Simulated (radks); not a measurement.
# Ru⁴⁺ in [Kr] 4d4: an all-electron calculation

The task here is to estimate one member of a computed series from the others.

The numbers are computed with radks (a radial shooting solver on a logarithmic mesh, Libxc functionals) version 1 (scalar-relativistic Kohn-Sham, LDA (Slater exchange, Perdew-Wang correlation), spin-polarised, spherical densities, point nucleus; open shells are filled with parallel spins first), except any that are marked as measured or tabulated.

### The atom as given

* element: ruthenium (Z = 44)
* charge: +4
* electrons: 40
* configuration: [Kr] 4d4

The outer shells:

Ru⁴⁺
```
[Kr] core
4d [↑ ][↑ ][↑ ][↑ ][  ]
```

The first run:

Settings of this run:

```text
Z 44
configuration [Kr] 4d4
relativity scalar-relativistic
functional lda,pw
spin polarised
nucleus point
c 137.035999084
```

Started as:

```sh
python run_ks.py task.json out
```

This one command runs every case of the session in turn.

Steps of the session up to this table: Self-consistent calculation.

One of the session's tables, all rows but one given; the rest of the session is left out.

It belongs to the step «Orbitals and density». Radial moments (bohr):

```
  level      <r>  outermost maximum (interpolated)  90 % within  nodes
  1s up  0.03347                            0.0217       0.0600      0
1s down  0.03347                            0.0217       0.0600      0
  2s up   0.1458                             0.123        0.225      1
2s down   0.1458                             0.123        0.225      1
  2p up   0.1270                            0.0983        0.207      0
2p down   0.1270                            0.0983        0.207      0
  3s up   0.4034                             0.362        0.595      2
3s down   0.4033                             0.362        0.595      2
  3p up   0.4035                             0.355        0.609      1
3p down   0.4033                             0.355        0.608      1
  3d up   0.3842                             0.300        0.612      0
3d down   0.3840                             0.301        0.611      0
  4s up    1.004                             0.910         1.45      3
4s down    1.001                             0.906         1.45      3
  4p up    1.095                             0.973         1.61      2
4p down    1.093                             0.969         1.61      2
  4d up        ?                                 ?            ?      ?
4d down    1.377                              1.14         2.11      1
```

Estimate the missing values for 4d up.

**Answer.** <r>: 1.365; outermost maximum (interpolated): 1.15; 90 % within: 2.08; nodes: 1. In the column «<r>» it lies between 4p up (1.095) and 4d down (1.377).

Caveats from the session: Open shells are spherical and high-spin; term and fine-structure splittings are not resolved.
